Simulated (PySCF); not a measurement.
# KLi+: from the state search to spectroscopic constants

The task here is to estimate one member of a computed series from the others.

Program: PySCF 2.14.0. Level of theory: K 3-21G, Li 3-21G, no relativity. These are calculated values, not measurements.

The first run:

A driver script around PySCF takes these settings:

```yaml
atoms: K, Li
charge: 1
basis: K 3-21G, Li 3-21G
Hamiltonian: no relativity
basis_functions: 26
electrons_treated: 21
masses_in_u: 38.9637, 7.0160
levels: PBE0, PBE, r²SCAN, revPBE, r²SCANh, B2PLYP, LC-ωPBE, HF, MP2, SCS-MP2, CCSD, CCSD(T)
grid: 80 radial by 434 angular points
occupations: held fixed by the projection of orbital angular momentum
dissociation_limit: K+ + Li, each in its ground configuration
starting_distance_in_angstrom: 3.330
values_of_2S_to_try: 1, 3
```

Run with:

```
> OMP_NUM_THREADS=1 python dia.py task.json out
```

Among the steps run: Input; The PBE0 curve of the state that the search chose; PBE (GGA); r²SCAN (meta-GGA); revPBE (GGA); r²SCANh (hybrid meta-GGA); B2PLYP (double hybrid); LC-ωPBE (range-separated hybrid); UHF (mean field); Correlated methods on the Hartree–Fock reference.

One of the session's tables, all rows but one given; the rest of the session is left out.

It belongs to the step «The curves together». Energy (eV) from each level's lowest point:

```
R (Å)    UHF  UHF-MP2  UHF-SCS-MP2  UHF-CCSD  UHF-CCSD(T)
3.404  0.126    0.125        0.125       n/a          n/a
3.562  0.066    0.066        0.066     0.065        0.065
3.720      ?        ?            ?         ?            ?
3.839  0.011    0.011        0.011     0.011        0.011
3.958  0.002    0.002        0.002     0.002        0.002
4.077  0.000    0.000        0.000     0.000        0.000
4.235  0.005    0.005        0.005     0.005        0.005
4.433  0.022    0.022        0.022     0.022        0.022
4.670  0.052    0.052        0.052     0.053        0.053
4.987  0.100    0.102        0.101       n/a          n/a
```

Q: Estimate the row for R (Å) = 3.720 from the others.

Worked estimate for «UHF». A straight line through the neighbours (3.562, 0.066) and (3.839, 0.011) gives 0.066 + (0.011 − 0.066) × (3.720 − 3.562) / (3.839 − 3.562) = 0.035; a parabola fitted to 4 rows on both sides gives 0.027.

**Answer.** UHF: 0.028; UHF-MP2: 0.028; UHF-SCS-MP2: 0.028; UHF-CCSD: 0.028; UHF-CCSD(T): 0.028. In «UHF» the line misses by +0.007 and the parabola by -0.001.
